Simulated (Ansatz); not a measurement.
# C2H4N2Si: a ladder of functionals and wavefunction methods

An exercise on one series of results from a longer session: the logs are not shown, and one member is left open.

Method: functionals in def2-TZVPP, the program's frozen cores in correlated methods; program: Ansatz 0.2.0, Gaussian basis.

Levels to be run: LDA (SPW92), PBE-D4, revPBE-D4, BLYP-D4, r2SCAN-D4, B97M-V, PBE0-D4, B3LYP-D4, r2SCANh-D4, r2SCAN0-D4, HSE06-D4, BHLYP-D4, CAM-B3LYP-D4, LC-ωPBE, ωB97X-V, ωB97M-V, B2PLYP, PBE-QIDH; CCSD(T)/def2-SVP; CCSD(T)/def2-TZVPP; MP2/def2-QZVPP; extrapolation to the limit; RPA on PBE.

## Structure used throughout

An earlier PBE0-D4 in a triple-zeta def2 set relaxation fixed the geometry.

SMILES `N=C1N=C[SiH2]1`, 9 atoms, charge 0, spin multiplicity 1.

Atoms are counted from 1 here; the program's logs count them from 0.

Bond lengths: N1–C2 1.253 Å, N1–H6 1.024 Å, C2–N3 1.451 Å, C2–Si5 1.901 Å, N3–C4 1.291 Å, C4–Si5 1.887 Å, C4–H7 1.088 Å, Si5–H8 1.486 Å, Si5–H9 1.486 Å. Angles: C2–N1–H6 110.2°, N1–C2–N3 127.5°, N1–C2–Si5 141.2°, N3–C2–Si5 91.3°, C2–N3–C4 102.6°, N3–C4–Si5 97.2°, N3–C4–H7 120.6°, Si5–C4–H7 142.2°, C2–Si5–C4 68.9°, C2–Si5–H8 119.2°, C2–Si5–H9 119.2°, C4–Si5–H8 117.9°, C4–Si5–H9 117.9°, H8–Si5–H9 109.2°.

As a file:

```
N    -0.13998    2.06964    0.53540
C     0.00872    0.87976    0.17168
N     0.97259    0.36133   -0.78114
C     0.70584   -0.90201   -0.79192
Si   -0.70397   -0.85828    0.46228
H     0.53508    2.67315    0.05671
H     1.27232   -1.58135   -1.42497
H    -2.07480   -1.16905   -0.02089
H    -0.48741   -1.51958    1.77567
```

Set-up of the first run:

in.yaml reads:

```yaml
crystal:
  periodic: [false, false, false]
  atoms:
    - {symbol: N, position_ang: [-0.139981, 2.069642, 0.535398]}
    - {symbol: C, position_ang: [0.008722, 0.879756, 0.171678]}
    - {symbol: N, position_ang: [0.972591, 0.361326, -0.781143]}
    - {symbol: C, position_ang: [0.705842, -0.902007, -0.791918]}
    - {symbol: Si, position_ang: [-0.703969, -0.858284, 0.462280]}
    - {symbol: H, position_ang: [0.535078, 2.673152, 0.056706]}
    - {symbol: H, position_ang: [1.272318, -1.581347, -1.424974]}
    - {symbol: H, position_ang: [-2.074796, -1.169052, -0.020893]}
    - {symbol: H, position_ang: [-0.487406, -1.519584, 1.775667]}
basis:
  gaussian: {orbitals: def2-TZVPP}
hamiltonian: {xc: lda}
output: {orbitals: {seedname: orbitals}}
```

Started as:

```console
ansatz run in.yaml --threads 2 --pin off --events-out ev --progress --plain --max-ram 4352MiB
```

Among the steps run: LDA; PBE-D4 (GGA); revPBE-D4 (GGA); BLYP-D4 (GGA); r2SCAN-D4 (meta-GGA); B97M-V (meta-GGA); B3LYP-D4 (hybrid); r2SCANh-D4 (hybrid); r2SCAN0-D4 (hybrid); HSE06-D4 (hybrid); BHLYP-D4 (hybrid); CAM-B3LYP-D4 (range-separated); LC-ωPBE (range-separated); ωB97X-V (range-separated); ωB97M-V (range-separated); B2PLYP (double hybrid); PBE-QIDH (double hybrid).

One of the session's tables, all rows but one given; the rest of the session is left out.

It belongs to the step «Orbital energies across the functionals». 

| functional | HOMO (eV) | LUMO (eV) | gap (eV) |
| --- | --- | --- | --- |
| LDA (SPW92) | -6.04 | -3.14 | 2.90 |
| PBE-D4 | -5.91 | -2.89 | 3.02 |
| revPBE-D4 | -5.85 | -2.80 | 3.06 |
| BLYP-D4 | -5.80 | -2.72 | 3.08 |
| r2SCAN-D4 | -6.14 | -2.72 | 3.42 |
| B97M-V | -6.30 | -2.63 | 3.67 |
| PBE0-D4 | -7.25 | -1.81 | 5.44 |
| B3LYP-D4 | -7.04 | -2.03 | 5.01 |
| r2SCANh-D4 | -6.64 | -2.32 | 4.32 |
| r2SCAN0-D4 | -7.41 | -1.72 | 5.68 |
| HSE06-D4 | ? | ? | ? |
| BHLYP-D4 | -8.54 | -0.59 | 7.95 |
| CAM-B3LYP-D4 | -8.62 | -0.60 | 8.03 |
| LC-ωPBE | -9.92 | 0.57 | 10.49 |
| ωB97X-V | -9.60 | 0.51 | 10.11 |
| ωB97M-V | -9.50 | 0.44 | 9.93 |

Estimate the missing values for HSE06-D4.

**Answer.** HOMO (eV): -6.85; LUMO (eV): -2.20; gap (eV): 4.65. In the column «HOMO (eV)» it lies between B3LYP-D4 (-7.04) and r2SCANh-D4 (-6.64).
